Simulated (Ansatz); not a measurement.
# C₂H₅InOSi: how energies converge with the basis set

An exercise on one series of results from a longer session: the logs are not shown, and one member is left open.

Program: Ansatz 0.2.0, Gaussian basis. Level of theory: one geometry, several basis sets. These are calculated values, not measurements.

The runs, in order: PBE0-D4/def2-SVP; ωB97M-V/def2-SVP; PBE0-D4/def2-QZVPP; ωB97M-V/def2-QZVPP; the functionals' def2-TZVPP values are taken from earlier runs.

## The geometry

All runs share one geometry, relaxed beforehand with PBE0-D4 in a triple-zeta def2 set. In takes the def2 core potential; no spin-orbit term is included.

10 atoms, charge 0, spin multiplicity 1.

Atoms are counted from 1 here; the program's logs count them from 0.

Bond lengths: C1–In2 2.237 Å, C1–H6 1.094 Å, C1–H7 1.094 Å, C1–H8 1.094 Å, Si3–C4 1.877 Å, Si3–H9 1.508 Å, Si3–H10 1.514 Å, C4–O5 1.130 Å. Angles: In2–C1–H6 111.3°, In2–C1–H7 109.8°, In2–C1–H8 111.3°, H6–C1–H7 108.3°, H6–C1–H8 107.9°, H7–C1–H8 108.1°, C4–Si3–H9 89.0°, C4–Si3–H10 89.8°, H9–Si3–H10 100.5°, Si3–C4–O5 171.4°.

Geometry (Å):

```xyz
10

C    -2.0548   -1.4386   -0.2336
In   -1.4138    0.6988   -0.3959
Si    1.6111    0.2689    0.3457
C     1.8847    2.0028   -0.3202
O     1.9779    2.9896   -0.8634
H    -1.5480   -2.0627   -0.9757
H    -3.1337   -1.5156   -0.3989
H    -1.8323   -1.8468    0.7572
H     1.4007    0.8583    1.7180
H     3.1083    0.0453    0.3669
```

Set-up of the first run:

Contents of in.yaml:

```yaml
crystal:
  periodic: [false, false, false]
  atoms:
    - {symbol: C, position_ang: [-2.054825, -1.438556, -0.233627]}
    - {symbol: In, position_ang: [-1.413796, 0.698839, -0.395945]}
    - {symbol: Si, position_ang: [1.611074, 0.268873, 0.345738]}
    - {symbol: C, position_ang: [1.884663, 2.002831, -0.320207]}
    - {symbol: O, position_ang: [1.977888, 2.989598, -0.863392]}
    - {symbol: H, position_ang: [-1.547974, -2.062733, -0.975708]}
    - {symbol: H, position_ang: [-3.133736, -1.515610, -0.398924]}
    - {symbol: H, position_ang: [-1.832308, -1.846833, 0.757194]}
    - {symbol: H, position_ang: [1.400694, 0.858309, 1.717956]}
    - {symbol: H, position_ang: [3.108310, 0.045283, 0.366916]}
basis:
  gaussian: {orbitals: def2-SVP}
hamiltonian: {xc: pbe0, dispersion: d4}
output: {orbitals: {seedname: orbitals}}
```

Launch:

```console
ansatz run in.yaml --threads 4 --pin off --events-out ev --progress --plain --max-ram 10444MiB
```

Steps of the session up to this table: PBE0-D4 in def2-SVP; ωB97M-V in def2-SVP; PBE0-D4 in def2-QZVPP; ωB97M-V in def2-QZVPP.

One of the session's tables, all rows but one given; the rest of the session is left out.

It belongs to the step «Density functionals: the series». 

| functional | basis | HOMO (eV) | LUMO (eV) |
| --- | --- | --- | --- |
| PBE0-D4 | def2-SVP | -5.08 | -2.12 |
| PBE0-D4 | def2-TZVPP | ? | ? |
| PBE0-D4 | def2-QZVPP | -5.19 | -2.22 |
| ωB97M-V | def2-SVP | -6.97 | -0.01 |
| ωB97M-V | def2-TZVPP | -7.07 | -0.14 |
| ωB97M-V | def2-QZVPP | -7.10 | -0.19 |

Estimate the missing values for PBE0-D4, def2-TZVPP.

As computed: HOMO (eV): -5.16; LUMO (eV): -2.19. In the column «HOMO (eV)» it lies between PBE0-D4, def2-QZVPP (-5.19) and PBE0-D4, def2-SVP (-5.08).
